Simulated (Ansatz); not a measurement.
# Arsine (AsH₃): basis-set convergence

The task here is to estimate one member of a computed series from the others.

The runs use Ansatz 0.2.0, Gaussian basis; one geometry, several basis sets.

Levels to be run: PBE0-D4/def2-SVP; ωB97M-V/def2-SVP; PBE0-D4/def2-QZVPP; ωB97M-V/def2-QZVPP; the functionals' def2-TZVPP values are taken from earlier runs.

### Structure used throughout

All runs share one geometry, relaxed beforehand with PBE0-D4 in a triple-zeta def2 set.

SMILES `[AsH3]`, 4 atoms, charge 0, spin multiplicity 1.

Atoms are counted from 1 here; the program's logs count them from 0.

Bond lengths: As1–H2 1.522 Å, As1–H3 1.522 Å, As1–H4 1.522 Å. Angles: H2–As1–H3 92.0°, H2–As1–H4 92.0°, H3–As1–H4 92.0°.

Set-up of the first run:

The input, in.yaml:

```yaml
crystal:
  periodic: [false, false, false]
  atoms:
    - {symbol: As, position_ang: [-0.215793, 0.487646, -0.346016]}
    - {symbol: H, position_ang: [0.349935, 0.630320, 1.059371]}
    - {symbol: H, position_ang: [-1.067997, -0.705456, 0.061106]}
    - {symbol: H, position_ang: [0.933855, -0.412500, -0.774461]}
basis:
  gaussian: {orbitals: def2-SVP}
hamiltonian: {xc: pbe0, dispersion: d4}
output: {orbitals: {seedname: orbitals}}
```

Among the steps run: PBE0-D4 in def2-SVP; ωB97M-V in def2-SVP; PBE0-D4 in def2-QZVPP; ωB97M-V in def2-QZVPP.

One of the session's tables, all rows but one given; the rest of the session is left out.

It belongs to the step «Functionals by basis». 

```
functional       basis  HOMO (eV)  LUMO (eV)
   PBE0-D4    def2-SVP      -7.76       0.85
   PBE0-D4  def2-TZVPP          ?          ?
   PBE0-D4  def2-QZVPP      -7.86       0.44
   ωB97M-V    def2-SVP      -9.92       2.86
   ωB97M-V  def2-TZVPP     -10.00       2.57
   ωB97M-V  def2-QZVPP     -10.04       1.72
```

Q: Estimate the row for PBE0-D4, def2-TZVPP from the others.

**Answer.** HOMO (eV): -7.81; LUMO (eV): 0.68. In the column «HOMO (eV)» it lies between PBE0-D4, def2-QZVPP (-7.86) and PBE0-D4, def2-SVP (-7.76).
